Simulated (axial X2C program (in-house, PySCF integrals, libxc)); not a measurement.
# BrGa⁺: bond curves with and without spin–orbit coupling

Aim: find the lowest determinant of BrGa⁺, scan the bond at several levels and fit the constants, once spin-free and once with spin–orbit coupling.

Method: all-electron X2C, Br dyall-cv3z, Ga dyall-cv3z; program: an in-house X2C program for linear molecules on PySCF integrals.

All values are calculated.

## Step 1: Set-up

The input, task.json:

```json
{"zs": [35, 31], "q": 1, "bas": ["dyall-cv3z", "dyall-cv3z"], "levels": ["PBE0", "HF", "B97-3"], "cc": true, "r0": 2.38, "thr": -1.0, "nmax": 90, "npts": 10, "nst": 2, "ntry": 6}
```

Keys: zs atomic numbers; q charge; bas basis sets; levels methods (HF also brings MP2); cc coupled cluster on or off; r0 starting distance in Å; thr threshold in hartree for freezing inner shells (an s shell follows its p shell); nmax most natural virtual spinors; npts points asked for on the curve; nst determinants followed; ntry starts of the search.

The run is started by

```
> python so2c.py task.json out
```

Spin-free means the one-electron spin-free X2C Hamiltonian; two-component (2c) means X2C with spin–orbit coupling and atomic mean-field two-electron Coulomb and Gaunt terms. Basis: Br dyall-cv3z contracted to [8s9p6d4f1g], Ga dyall-cv3z contracted to [9s9p7d4f1g]; Gaussian nuclei, density fitting. Masses: Br 78.918 u, Ga 68.926 u.

Notation: σ, π±, δ± give the projection m of an orbital's angular momentum (0, ±1, ±2), α and β its spin, Λ and M_S the sums; ω is the projection of a spinor's total angular momentum and Ω the sum. Logs are in hartree.

The results follow Hamiltonian by Hamiltonian and level by level.

## Step 2: Search for the lowest determinant

PBE0 moves the distance from 2.380 Å to 2.266 Å and compares determinants there.

Spin-free determinants:

```tsv
ΔE (eV)	state	open shells
0.00	M_S = 1/2, Λ = 0	beyond closed shells: σα
1.41	M_S = 1/2, Λ = 1	beyond closed shells: π+α, π+β, π-α
4.90	M_S = 1/2, Λ = 1	beyond closed shells: π+α
5.18	M_S = 3/2, Λ = 2	beyond closed shells: σα, 2 × π+α, π+β, π-α
5.18	M_S = 3/2, Λ = 0	beyond closed shells: σα, π+α, π+β, 2 × π-α
5.35	M_S = 1/2, Λ = 2	beyond closed shells: σα, 2 × π+α, π+β, π-β
5.97	M_S = 1/2, Λ = 2	beyond closed shells: σα, π+α, 2 × π+β, π-α
```

Two-component determinants:

```
ΔE (eV)    state                                  open shells
   0.00  Ω = 1/2                excess of +ω over −ω: ω = 1/2
   1.27  Ω = 3/2                excess of +ω over −ω: ω = 3/2
   4.91  Ω = 3/2                excess of +ω over −ω: ω = 3/2
   5.09  Ω = 7/2   excess of +ω over −ω: ω = 1/2, 2 × ω = 3/2
   5.58  Ω = 5/2   excess of +ω over −ω: 2 × ω = 1/2, ω = 3/2
   5.76  Ω = 5/2   excess of +ω over −ω: 2 × ω = 1/2, ω = 3/2
   5.80  Ω = 1/2  excess of +ω over −ω: 2 × ω = -1/2, ω = 3/2
```

## Step 3: PBE0, spin-free

State followed: M_S = 1/2, Λ = 0 (beyond closed shells: σα). The scan is laid around 2.266 Å, a first estimate of the minimum, and this SCF restarts from the orbitals of the search.

The SCF at the reference distance of 2.266 Å:

```text
spin-free X2C-1e  PBE0
basis functions 210  fitting functions 1201  grid points 5799
iter        total energy     max residual
   1      -4549.453233805     9.51e-05
   2      -4549.453233810     8.77e-05
   3      -4549.453233877     1.48e-05
   4      -4549.453233879     3.92e-06
converged
one-electron -6821.10281546  Coulomb 2186.60716973  exact exchange -41.34541507  xc functional -126.99137601  nuclear repulsion 253.37920293
```

Along the bond, energies from the lowest point:

```tsv
R (Å)	E (eV)	μ (D)	HOMO (eV)	LUMO (eV)	iterations
1.971	0.6842	3.09	-14.60	-11.18	25
2.062	0.2557	3.47	-14.70	-11.38	16
2.130	0.0877	3.73	-14.76	-11.51	14
2.198	0.0115	3.98	-14.81	-11.62	14
2.266	0.0000	4.21	-14.82	-11.72	4
2.345	0.0400	4.45	-14.63	-11.80	14
2.425	0.1131	4.65	-14.46	-11.84	13
2.527	0.2267	4.88	-14.28	-11.85	14
2.651	0.3633	5.14	-14.08	-11.80	14
2.833	0.5221	5.54	-13.82	-11.62	15
```

Dipoles are positive if Ga is the positive end and refer to the centre of mass.

Outer orbitals at the reference distance:

```json
{"symmetry": "σα", "occupied": "yes", "ε (eV)": "-31.12", "atomic character": "92% Ga d, 6% Br s"}
{"symmetry": "σβ", "occupied": "yes", "ε (eV)": "-30.94", "atomic character": "94% Ga d, 4% Br s"}
{"symmetry": "δ-α", "occupied": "yes", "ε (eV)": "-30.93", "atomic character": "100% Ga d"}
{"symmetry": "δ+α", "occupied": "yes", "ε (eV)": "-30.93", "atomic character": "100% Ga d"}
{"symmetry": "π+α", "occupied": "yes", "ε (eV)": "-30.87", "atomic character": "100% Ga d"}
{"symmetry": "π-α", "occupied": "yes", "ε (eV)": "-30.87", "atomic character": "100% Ga d"}
{"symmetry": "δ-β", "occupied": "yes", "ε (eV)": "-30.86", "atomic character": "100% Ga d"}
{"symmetry": "δ+β", "occupied": "yes", "ε (eV)": "-30.86", "atomic character": "100% Ga d"}
{"symmetry": "π-β", "occupied": "yes", "ε (eV)": "-30.79", "atomic character": "100% Ga d"}
{"symmetry": "π+β", "occupied": "yes", "ε (eV)": "-30.79", "atomic character": "100% Ga d"}
{"symmetry": "σα", "occupied": "yes", "ε (eV)": "-28.68", "atomic character": "74% Br s, 13% Ga d, 7% Ga p"}
{"symmetry": "σβ", "occupied": "yes", "ε (eV)": "-28.12", "atomic character": "76% Br s, 10% Ga d, 8% Ga p"}
{"symmetry": "σα", "occupied": "yes", "ε (eV)": "-18.92", "atomic character": "48% Ga s, 45% Br p, 4% Br s"}
{"symmetry": "σβ", "occupied": "yes", "ε (eV)": "-17.92", "atomic character": "47% Ga s, 44% Br p, 5% Br s"}
{"symmetry": "π-α", "occupied": "yes", "ε (eV)": "-14.99", "atomic character": "88% Br p, 7% Ga p, 4% Ga d"}
{"symmetry": "π+α", "occupied": "yes", "ε (eV)": "-14.99", "atomic character": "88% Br p, 7% Ga p, 4% Ga d"}
{"symmetry": "σα", "occupied": "yes", "ε (eV)": "-14.86", "atomic character": "35% Br p, 34% Ga s, 28% Ga p"}
{"symmetry": "π+β", "occupied": "yes", "ε (eV)": "-14.82", "atomic character": "88% Br p, 6% Ga p, 4% Ga d"}
{"symmetry": "π-β", "occupied": "yes", "ε (eV)": "-14.82", "atomic character": "88% Br p, 6% Ga p, 4% Ga d"}
{"symmetry": "σβ", "occupied": "no", "ε (eV)": "-11.72", "atomic character": "38% Ga s, 34% Br p, 24% Ga p"}
{"symmetry": "π+α", "occupied": "no", "ε (eV)": "-8.05", "atomic character": "88% Ga p, 6% Br p, 4% Br d"}
{"symmetry": "π-α", "occupied": "no", "ε (eV)": "-8.05", "atomic character": "88% Ga p, 6% Br p, 4% Br d"}
{"symmetry": "π+β", "occupied": "no", "ε (eV)": "-7.47", "atomic character": "88% Ga p, 6% Br p, 4% Br d"}
```

PBE0 fields in the half plane through the axis: z from -2.4 to 4.5 Å across, distance from the axis 0.15 to 2.25 Å upwards; Br lies at z = 0 and Ga at z = 2.266 Å; the ELF is damped to zero where the density is low.

log10 density (e/bohr³). Ten even steps from '0' (-5.09 ) to '9' (1.44 ):
```
001122223322222222221100
011223333333333333222110
012233444444433333332211
112334455554444444433321
123345556555555555444322
123445666665556666554332
123456677766566787654432
123456789866667998654432
```

ELF. Ten even steps from '0' (0.00 ) to '9' (0.93 ):
```
000000011100000000000000
000001234321000112321000
000013566653111245675200
000136788875322345788720
000257899986432223689961
001368875687521222379983
001478524247512663269995
001477272716516437248996
```

Re = 2.246 Å, ωe = 278.6 cm⁻¹, ωexe = 2.33 cm⁻¹, Be = 0.09081 cm⁻¹, De = 0.797 eV, μ = 4.15 D.

## Step 4: HF, spin-free

Output at 2.266 Å:

```text
spin-free X2C-1e  HF
basis functions 210  fitting functions 1201  grid points 5799
iter        total energy     max residual
   1      -4546.498103082     2.81e-01
   2      -4546.533445445     1.25e-02
   3      -4546.535045220     1.77e-02
   4      -4546.535721782     5.31e-03
   5      -4546.535817904     1.38e-03
   6      -4546.535853975     1.68e-03
   7      -4546.535863790     4.47e-04
   8      -4546.535868859     3.53e-04
   9      -4546.535869508     1.43e-04
  10      -4546.535869586     1.88e-05
  11      -4546.535869597     1.63e-05
  12      -4546.535869600     8.10e-06
  13      -4546.535869600     1.69e-06
converged
one-electron -6821.81419412  Coulomb 2187.48214870  exact exchange -165.58302712  xc functional 0.00000000  nuclear repulsion 253.37920293
```

Re = 2.243 Å, ωe = 274.3 cm⁻¹, ωexe = 5.24 cm⁻¹, Be = 0.09106 cm⁻¹, De = 0.126 eV, μ = 4.92 D.

## Step 5: B97-3, spin-free

The SCF at the reference distance of 2.266 Å:

```text
spin-free X2C-1e  B97-3
basis functions 210  fitting functions 1201  grid points 5799
iter        total energy     max residual
   1      -4549.592001336     2.77e-02
   2      -4549.592694412     4.85e-03
   3      -4549.592756682     5.60e-03
   4      -4549.592822309     8.42e-04
   5      -4549.592823534     7.47e-04
   6      -4549.592826295     1.41e-04
   7      -4549.592826345     1.38e-04
   8      -4549.592826482     9.96e-06
   9      -4549.592826483     3.07e-06
converged
one-electron -6821.36542581  Coulomb 2186.88716354  exact exchange -44.54059926  xc functional -123.95316789  nuclear repulsion 253.37920293
```

Re = 2.280 Å, ωe = 256.2 cm⁻¹, ωexe = 2.64 cm⁻¹, Be = 0.08817 cm⁻¹, De = 0.572 eV, μ = 4.22 D.

## Step 6: Correlated methods, spin-free

Correlated methods: 9 electrons correlated (frozen shells, counted by type: Br 3 s, 2 p, 1 d; Ga 3 s, 2 p, 1 d), 275 virtual spinors in MP2, 89 natural virtuals in coupled cluster.

Output of the correlated part at 2.266 Å:

```text
correlated 9  virtual 275  natural virtual 89  E(MP2) -0.189085294  MP2 remainder -0.004311836
iter   CCSD correlation   residual
   1     -0.198304309   9.57e-02
   2     -0.203869981   4.09e-02
   3     -0.205164877   1.73e-02
   4     -0.205237534   6.72e-03
   5     -0.205279346   1.80e-03
   6     -0.205283998   6.33e-04
   7     -0.205284921   2.33e-04
   8     -0.205285724   1.04e-04
   9     -0.205284830   4.84e-05
  10     -0.205285057   2.18e-05
  11     -0.205285006   7.45e-06
  12     -0.205285079   2.78e-06
  13     -0.205285084   1.10e-06
(T) -0.008915807  T1 0.0257  D1 0.0376  max T2 0.076
```

T1 in the output is the amplitude norm over the root of the electron number; divide by √2 for the Lee–Taylor value.

MP2: Re = 2.219 Å, ωe = 342 cm⁻¹, Be = 0.09305 cm⁻¹, De = 0.791 eV.

CCSD: Re = 2.258 Å, ωe = 277.0 cm⁻¹, ωexe = 2.89 cm⁻¹, Be = 0.08989 cm⁻¹, De = 0.520 eV. T1 at Re = 0.018 (Lee–Taylor, the printed value over √2).

CCSD(T): Re = 2.255 Å, ωe = 287.9 cm⁻¹, ωexe = 2.48 cm⁻¹, Be = 0.09014 cm⁻¹, De = 0.644 eV. T1 at Re = 0.018 (Lee–Taylor, the printed value over √2).

## Step 7: A higher determinant, spin-free

State: M_S = 1/2, Λ = 1 (beyond closed shells: π+α, π+β, π-α).

Output at the reference distance:

```text
spin-free X2C-1e  PBE0
basis functions 210  fitting functions 1201  grid points 5799
iter        total energy     max residual
   1      -4549.401475304     8.08e-06
   2      -4549.401475305     3.97e-06
converged
one-electron -6820.86213993  Coulomb 2186.41678053  exact exchange -41.34585897  xc functional -126.98945987  nuclear repulsion 253.37920293
```

```tsv
R (Å)	E above the lowest PBE0 point (eV)
1.971	3.729
2.062	2.751
2.130	2.195
2.198	1.755
2.266	1.408
2.345	1.097
2.425	0.865
2.527	0.655
2.651	0.497
```

No constants are quoted: the lowest point is the long end of the scan.

## Step 8: The spin-free curves together

Energy (eV) of the followed determinant, spin-free, from each level's lowest point:

```tsv
R (Å)	PBE0	HF	MP2	CCSD	CCSD(T)	B97-3
1.971	0.684	0.709	0.701	n/a	n/a	0.799
2.062	0.256	0.258	0.241	0.301	0.303	0.330
2.130	0.088	0.085	0.067	0.111	0.111	0.135
2.198	0.012	0.009	0.000	0.021	0.019	0.034
2.266	0.000	0.000	0.012	0.000	0.000	0.000
2.345	0.040	0.037	0.096	0.032	0.037	0.016
2.425	0.113	0.093	0.220	0.098	0.112	0.067
2.527	0.227	0.159	0.385	0.199	0.227	0.155
2.651	0.363	0.212	0.541	n/a	n/a	0.264
2.833	0.522	0.239	0.669	n/a	n/a	0.387
```

## Step 9: PBE0, 2c

State followed: Ω = 1/2 (excess of +ω over −ω: ω = 1/2). The scan is laid around 2.266 Å, a first estimate of the minimum, and this SCF restarts from the orbitals of the search.

The SCF at the reference distance of 2.266 Å:

```text
two-component X2C + atomic mean field  PBE0
basis functions 210  fitting functions 1201  grid points 5799
iter        total energy     max residual
   1      -4547.946861742     2.56e-05
   2      -4547.946861744     2.05e-05
   3      -4547.946861749     2.10e-06
converged
one-electron -6817.23903845  Coulomb 2185.82368995  exact exchange -41.32980631  xc functional -126.94355784  nuclear repulsion 253.37920293  atomic mean-field constant -1.63735203
```

Along the bond, energies from the lowest point:

```tsv
R (Å)	E (eV)	μ (D)	HOMO (eV)	LUMO (eV)	iterations
1.971	0.7008	3.07	-14.58	-11.18	28
2.062	0.2680	3.44	-14.67	-11.37	16
2.130	0.0966	3.71	-14.72	-11.50	14
2.198	0.0163	3.95	-14.75	-11.61	14
2.266	0.0000	4.16	-14.67	-11.70	3
2.345	0.0328	4.37	-14.50	-11.77	15
2.425	0.0965	4.54	-14.36	-11.82	14
2.527	0.1932	4.70	-14.23	-11.83	15
2.651	0.3003	4.79	-14.17	-11.78	16
2.833	0.3950	4.69	-14.05	-11.64	17
```

Dipoles are positive if Ga is the positive end and refer to the centre of mass.

Outer spinors at the reference distance:

```csv
ω,occupied,ε (eV),atomic character,λ mixture
1/2,yes,-31.22,"94% Ga d, 4% Br s","76% σ, 24% π"
-3/2,yes,-31.15,100% Ga d,"88% δ, 12% π"
-1/2,yes,-31.14,98% Ga d,"52% π, 48% σ"
3/2,yes,-31.10,100% Ga d,"79% δ, 21% π"
1/2,yes,-30.75,"97% Ga d, 2% Br s","76% π, 24% σ"
5/2,yes,-30.74,100% Ga d,100% δ
-1/2,yes,-30.74,"96% Ga d, 3% Br s","52% σ, 48% π"
3/2,yes,-30.68,100% Ga d,"79% π, 21% δ"
-5/2,yes,-30.67,100% Ga d,100% δ
-3/2,yes,-30.62,100% Ga d,"88% π, 12% δ"
1/2,yes,-28.68,"74% Br s, 13% Ga d, 7% Ga p",100% σ
-1/2,yes,-28.15,"76% Br s, 10% Ga d, 8% Ga p",100% σ
1/2,yes,-18.91,"48% Ga s, 45% Br p, 4% Br s",100% σ
-1/2,yes,-17.94,"46% Ga s, 45% Br p, 5% Br s",100% σ
-1/2,yes,-15.16,"87% Br p, 6% Ga p, 4% Ga d","98% π, 2% σ"
1/2,yes,-15.08,"74% Br p, 11% Ga p, 11% Ga s","73% π, 27% σ"
3/2,yes,-14.83,"88% Br p, 7% Ga p, 4% Ga d",100% π
1/2,yes,-14.76,"49% Br p, 24% Ga s, 23% Ga p","73% σ, 27% π"
-3/2,yes,-14.67,"88% Br p, 7% Ga p, 4% Ga d",100% π
-1/2,no,-11.70,"37% Ga s, 34% Br p, 24% Ga p","99% σ, 1% π"
-1/2,no,-8.09,"89% Ga p, 6% Br p, 4% Br d",100% π
3/2,no,-7.97,"88% Ga p, 6% Br p, 4% Br d",100% π
1/2,no,-7.52,"89% Ga p, 6% Br p, 4% Br d",100% π
```

PBE0 fields in the half plane through the axis: z from -2.4 to 4.5 Å across, distance from the axis 0.15 to 2.25 Å upwards; Br lies at z = 0 and Ga at z = 2.266 Å; the ELF is damped to zero where the density is low.

log10 density (e/bohr³). Ten even steps from ' ' (-5.09 ) to '@' (1.44 ):
```
    ....::::::::----::::::::::::::::::::....    
  ....::::--------------------------::::::....  
  ..::::----==============--------------::::::..
....::----====++++++++================------::..
..::----==++++++**++++++++++++++++++======--::::
..::--====++**********++++++********++++==----::
..::--==++****######****++****##%%##**++====--::
..::--==++**##%%@@%%##******##@@@@%%**++====--::
```

ELF. Ten even steps from '0' (0.00 ) to '9' (0.93 ):
```
000000011100000000000000
000001234321000122321000
000013566653111245675200
000136788875322345788720
000257899986432223689961
001368875687521222379983
001478524247513663269995
001477272716516437248996
```

Re = 2.254 Å, ωe = 269.0 cm⁻¹, ωexe = 2.77 cm⁻¹, Be = 0.09022 cm⁻¹, De = 0.708 eV, μ = 4.12 D.

## Step 10: HF, 2c

Output at 2.266 Å:

```text
two-component X2C + atomic mean field  HF
basis functions 210  fitting functions 1201  grid points 5799
iter        total energy     max residual
   1      -4544.992722822     2.81e-01
   2      -4545.028046391     1.25e-02
   3      -4545.029655206     1.77e-02
   4      -4545.030337704     5.34e-03
   5      -4545.030436436     1.17e-03
   6      -4545.030473839     1.69e-03
   7      -4545.030484521     4.35e-04
   8      -4545.030490671     3.94e-04
   9      -4545.030491697     1.86e-04
  10      -4545.030491948     6.01e-05
  11      -4545.030492059     6.95e-05
  12      -4545.030492126     5.31e-05
  13      -4545.030492146     1.41e-05
  14      -4545.030492150     4.57e-06
  15      -4545.030492151     4.45e-06
  16      -4545.030492151     1.25e-06
converged
one-electron -6817.94385319  Coulomb 2186.69192582  exact exchange -165.52041569  xc functional 0.00000000  nuclear repulsion 253.37920293  atomic mean-field constant -1.63735203
```

No constants are quoted: the solution changes its character somewhere along the scan, so the fit is set aside.

## Step 11: B97-3, 2c

Output at 2.266 Å:

```text
two-component X2C + atomic mean field  B97-3
basis functions 210  fitting functions 1201  grid points 5799
iter        total energy     max residual
   1      -4548.086000353     2.81e-02
   2      -4548.086691600     4.86e-03
   3      -4548.086755736     5.76e-03
   4      -4548.086822216     8.55e-04
   5      -4548.086823910     7.53e-04
   6      -4548.086826911     1.61e-04
   7      -4548.086827081     1.59e-04
   8      -4548.086827275     3.65e-05
   9      -4548.086827301     1.18e-05
  10      -4548.086827306     4.94e-06
converged
one-electron -6817.50299352  Coulomb 2186.10498843  exact exchange -44.52377188  xc functional -123.90690124  nuclear repulsion 253.37920293  atomic mean-field constant -1.63735203
```

Re = 2.291 Å, ωe = 241.8 cm⁻¹, ωexe = 3.46 cm⁻¹, Be = 0.08732 cm⁻¹, De = 0.465 eV, μ = 4.19 D.

## Step 12: MP2 and beyond, 2c

Correlated methods: 9 electrons correlated (frozen shells, counted by type: Br 3 s, 2 p, 1 d; Ga 3 s, 2 p, 1 d), 275 virtual spinors in MP2, 90 natural virtuals in coupled cluster.

Output of the correlated part at 2.266 Å:

```text
correlated 9  virtual 275  natural virtual 90  E(MP2) -0.188850214  MP2 remainder -0.004235875
iter   CCSD correlation   residual
   1     -0.198251220   9.58e-02
   2     -0.203869085   4.09e-02
   3     -0.205141879   1.73e-02
   4     -0.205217011   6.74e-03
   5     -0.205258863   1.81e-03
   6     -0.205263570   6.48e-04
   7     -0.205264536   2.54e-04
   8     -0.205265295   1.29e-04
   9     -0.205264230   7.50e-05
  10     -0.205264571   4.57e-05
  11     -0.205264468   2.52e-05
  12     -0.205264651   1.41e-05
  13     -0.205264623   7.48e-06
  14     -0.205264644   3.61e-06
  15     -0.205264659   1.32e-06
(T) -0.008887238  T1 0.0256  D1 0.0382  max T2 0.068
```

MP2: No constants are quoted: the reference changes its character somewhere along the scan, so the fit is set aside.

CCSD: No constants are quoted: the reference changes its character somewhere along the scan, so the fit is set aside.

CCSD(T): No constants are quoted: the reference changes its character somewhere along the scan, so the fit is set aside.

## Step 13: A higher determinant, 2c

State: Ω = 3/2 (excess of +ω over −ω: ω = 3/2).

Output at the reference distance:

```text
two-component X2C + atomic mean field  PBE0
basis functions 210  fitting functions 1201  grid points 5799
iter        total energy     max residual
   1      -4547.900315046     3.38e-05
   2      -4547.900315051     2.50e-05
   3      -4547.900315058     7.21e-06
converged
one-electron -6817.04789033  Coulomb 2185.67906150  exact exchange -41.33059318  xc functional -126.94274395  nuclear repulsion 253.37920293  atomic mean-field constant -1.63735203
```

```tsv
R (Å)	E above the lowest PBE0 point (eV)
1.971	3.589
2.062	2.611
2.130	2.054
2.198	1.614
2.266	1.267
2.345	0.955
2.425	0.723
2.527	0.512
2.651	0.354
```

No constants are quoted: the lowest point is the long end of the scan.

## Step 14: The 2c curves together

Energy (eV) of the followed determinant, 2c, from each level's lowest point:

```tsv
R (Å)	PBE0	HF (jumps)	MP2 (its reference jumps)	CCSD (its reference jumps)	CCSD(T) (its reference jumps)	B97-3
1.971	0.701	0.724	0.709	n/a	n/a	0.817
2.062	0.268	0.269	0.246	0.312	0.314	0.344
2.130	0.097	0.093	0.070	0.119	0.118	0.145
2.198	0.016	0.014	0.000	0.025	0.024	0.040
2.266	0.000	0.000	0.010	0.000	0.000	0.000
2.345	0.033	0.029	0.090	0.026	0.032	0.008
2.425	0.096	0.073	0.210	0.082	0.098	0.048
2.527	0.193	0.112	0.364	0.162	0.195	0.117
2.651	0.300	0.103	0.476	n/a	n/a	0.193
2.833	0.395	0.034	0.493	n/a	n/a	0.249
```

Time for the job: 3 min (1 thread of Arm Neoverse V1, shared host); peak memory 0.63 GiB.

## Step 15: Results

Lowest determinant that the search found at its distance, spin-free: M_S = 1/2, Λ = 0 (beyond closed shells: σα).

Lowest determinant that the search found at its distance, 2c: Ω = 1/2 (excess of +ω over −ω: ω = 1/2).

```json
{"Hamiltonian": "spin-free", "level": "PBE0", "Re (Å)": "2.246", "ωe (cm⁻¹)": "278.6", "De (eV)": "0.797", "μ (D)": "4.15"}
{"Hamiltonian": "spin-free", "level": "HF", "Re (Å)": "2.243", "ωe (cm⁻¹)": "274.3", "De (eV)": "0.126", "μ (D)": "4.92"}
{"Hamiltonian": "spin-free", "level": "MP2", "Re (Å)": "2.219", "ωe (cm⁻¹)": "342", "De (eV)": "0.791", "μ (D)": "n/a"}
{"Hamiltonian": "spin-free", "level": "CCSD", "Re (Å)": "2.258", "ωe (cm⁻¹)": "277.0", "De (eV)": "0.520", "μ (D)": "n/a"}
{"Hamiltonian": "spin-free", "level": "CCSD(T)", "Re (Å)": "2.255", "ωe (cm⁻¹)": "287.9", "De (eV)": "0.644", "μ (D)": "n/a"}
{"Hamiltonian": "spin-free", "level": "B97-3", "Re (Å)": "2.280", "ωe (cm⁻¹)": "256.2", "De (eV)": "0.572", "μ (D)": "4.22"}
{"Hamiltonian": "2c", "level": "PBE0", "Re (Å)": "2.254", "ωe (cm⁻¹)": "269.0", "De (eV)": "0.708", "μ (D)": "4.12"}
{"Hamiltonian": "2c", "level": "B97-3", "Re (Å)": "2.291", "ωe (cm⁻¹)": "241.8", "De (eV)": "0.465", "μ (D)": "4.19"}
```

Dipoles are positive if Ga is the positive end and refer to the centre of mass. No constants: 2c HF (the solution changes its character somewhere along the scan, so the fit is set aside); 2c MP2 (the reference changes its character somewhere along the scan, so the fit is set aside); 2c CCSD (the reference changes its character somewhere along the scan, so the fit is set aside); 2c CCSD(T) (the reference changes its character somewhere along the scan, so the fit is set aside).

Time per point (s) on 1 thread of Arm Neoverse V1, shared host (2c runs); the times are rough: PBE0 1.3, B97-3 1.4.

In words: At PBE0, going from spin-free to two-component changes Re by +7 mÅ, ωe by -3.4 %, so spin–orbit coupling matters for this bond. It costs about 1.5 times the time. De moves by -0.09 eV; both De rest on single-determinant atoms, which can miss part of an open shell's spin–orbit lowering.

De refers to Br + Ga+, each in the lowest determinant found, which need not be this curve's own limit. The state is a single determinant with fixed occupations, the lowest that a limited PBE0 search found. De is counted from the lowest determinant-based energies of the atoms at the same level, without counterpoise correction. Density functionals use the spin component along the axis (collinear). CCSD and (T) use frozen natural virtuals with an MP2 correction for the truncation. With the outer-core shells frozen, correlated bond lengths of heavy atoms tend to come out a few hundredths of an ångström too long.
